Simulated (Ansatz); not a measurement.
# Ga, space group I4/mmm: a relaxation of cell and ions

With the Ansatz DFT code, driven from Python.

Notebook, run cell by cell (the value of a cell's last expression is shown):

In [1]:
```python
import json

import ansatz as az
import matplotlib.pyplot as plt
import numpy as np
```

In [2]:
```python
def edges_and_angles(cell):
    cell = np.asarray(cell)
    a, b, c = np.linalg.norm(cell, axis=1)
    cosines = cell[1] @ cell[2] / (b * c), cell[0] @ cell[2] / (a * c), cell[0] @ cell[1] / (a * b)
    return (a, b, c, *np.degrees(np.arccos(cosines)))

lattice = az.Lattice.of(
    (-1.404, 1.404, 2.229),
    (1.404, -1.404, 2.229),
    (1.404, 1.404, -2.229),
)
sites = [
    ('Ga', (0.0, 0.0, 0.0)),
]
system = az.Crystal(lattice=lattice)
for symbol, position in sites:
    system = system.atom(symbol, position)
```

In [3]:
```python
system.resolved().sites[-1]
```
Out [3]:
```text
Site(symbol='Ga', position=(0.0, 0.0, 0.0), moment=None, axis=None, held=None, saved=None)
```

In [4]:
```python
setup = (
    system.calculation()
    .functional(az.Functional.R2SCAN)
    .kpoints(11, 11, 11)
    .occupations('Fermi-Dirac', width=0.15)
    .relax(force_tolerance=0.01, fix_cell=['volume'])
)
res = setup.run(events_out='events.ndjson')
with open('events.ndjson') as stream:
    events = [json.loads(line) for line in stream]
steps = [e['data'] for e in events if e['event'] == 'relax_step']
summary = res.report
```
```text
DeckWarning: basis.ecutwfc = 500 eV, auto-derived from the records' recommended cutoffs: set by Ga (their level for a meta-GGA)
```

In [5]:
```python
summary['converged'], summary['free_energy_ev']
```
Out [5]:
```text
(True, -3790.141535648601)
```

In [6]:
```python
{key: value for key, value in summary.items() if isinstance(value, (int, float)) and 'ev' in key}
```
Out [6]:
```text
{'n_hpsi_unsolved_levels': 2006,
 'gap_by_band_count_ev': -18.107969871076143,
 'fermi_energy_ev': 10.671062156583279,
 'harris_foulkes_ev': -3790.1415356486023,
 'scf_correction_max_component_ev_ang': 1.8488927466117464e-32,
 'free_energy_ev': -3790.141535648601,
 'internal_energy_ev': -3790.1140143739713,
 'lagrangian_ev': -3790.141535648601,
 'energy_sigma0_ev': -3790.127775011286,
 'lagrangian_sigma0_ev': -3790.127775011286,
 'lagrangian_above_aufbau_ev': -0.012899792779958681,
 'entropy_ts_ev': 0.027521274629690593}
```

In [7]:
```python
print('step   energy (eV)     max comp. (eV/A)   P (GPa)  SCF')
for s in steps:
    print(f'{s["step"]:4d} {s["lagrangian_ev"]:15.5f} {s["allowed_force_max_ev_ang"]:12.4f} {s["pressure_gpa"]:10.3f} {s["n_scf"]:5d}')

first, last = steps[0], steps[-1]
symbols = [site.symbol for site in res.lattice.sites]
print(f'energy gained {first["lagrangian_ev"] - last["lagrangian_ev"]:.4f} eV in {len(steps) - 1} steps')
for label, vectors in (('before', first['cell_ang']), ('after', res.lattice.cell_ang)):
    print(label, 'a b c (A) {:.4f} {:.4f} {:.4f}  angles {:.2f} {:.2f} {:.2f}'.format(*edges_and_angles(vectors)), f' V = {abs(np.linalg.det(vectors)):.3f} A^3')
print('final stress xx yy zz (GPa, compression positive):', np.round(np.diag(summary['stress_gpa']), 3) + 0.0)

print('atom   start x y z (A)              end x y z (A)')
for symbol, a, b in zip(symbols, first['positions_ang'], last['positions_ang']):
    print(f'{symbol:3s}', ' '.join(f'{v:8.4f}' for v in a), '  ', ' '.join(f'{v:8.4f}' for v in b))

fig, (top, bottom) = plt.subplots(2, 1, sharex=True, figsize=(4.5, 4))
top.plot([s['lagrangian_ev'] - last['lagrangian_ev'] for s in steps], 'o-')
top.set_ylabel('E - E(final) (eV)')
bottom.semilogy([max(s['allowed_force_max_ev_ang'], 1e-6) for s in steps], 's-')
bottom.set(xlabel='step', ylabel='largest force (eV/A)')
fig.tight_layout()
fig.savefig('relax.png', dpi=100)

print('%-22s %14.5f eV' % ('F = E - TS', summary['free_energy_ev']))
print('%-22s %14.5f eV' % ('E', summary['internal_energy_ev']))
print('%-22s %14.5f eV' % ('Harris-Foulkes', summary['harris_foulkes_ev']))
print('%-22s %14.5f eV' % ('Fermi level', summary['fermi_energy_ev']))
```
```text
step   energy (eV)     max comp. (eV/A)   P (GPa)  SCF
   1     -3790.14154       0.0000      0.856     6
   2     -3790.14154       0.0000      0.856     5
energy gained 0.0000 eV in 1 steps
before a b c (A) 2.9851 2.9851 2.9851  angles 123.89 123.89 83.39  V = 17.575 A^3
after a b c (A) 2.9851 2.9851 2.9851  angles 123.89 123.89 83.39  V = 17.575 A^3
final stress xx yy zz (GPa, compression positive): [0.846 0.846 0.875]
atom   start x y z (A)              end x y z (A)
Ga    0.0000   0.0000   0.0000      0.0000   0.0000   0.0000
F = E - TS                -3790.14154 eV
E                         -3790.11401 eV
Harris-Foulkes            -3790.14154 eV
Fermi level                  10.67106 eV
```

Reading the output:
- Total energies depend on the potentials; only differences at equal settings carry meaning. A total without «per atom» is that of the cell as typed.
- Part of the cell is held or a pressure is applied, so the end point needn't be the zero-pressure lattice.
- For a metal this k-point mesh is coarse: on a finer one energies can move by several to tens of meV an atom and pressures by half a GPa or more, differences at one mesh by less.
- An absolute Fermi energy rests on an arbitrary zero of the periodic potential and has no direct meaning.
- Energies along a relaxation are free energies. Rows at an unchanged volume are solved on a plane-wave basis chosen afresh for that cell, so the energy jumps there and such rows are no steps of the walk.
- The smearing is wide enough that free energy and stress hold a thermal part of the electrons.
- A gap by band count of zero or less means overlapping bands, a metal, and at an odd count of electrons it is no gap at all.
- Edges and angles are those of the cell as typed, here a primitive one, not of the conventional cell.
- This isn't the structure that Ga takes at ambient conditions.
- Levels are Kohn-Sham eigenvalues on this mesh, without spin-orbit coupling.
- Warnings are shown shortened and without file and line.
- It ran for 4.3 s on 1 thread of Intel(R) Xeon(R) 6975P-C (Granite Rapids) (shared host), peak memory 0.53 GiB.

(Lines on the test bed's own set-up are left out of the output.)
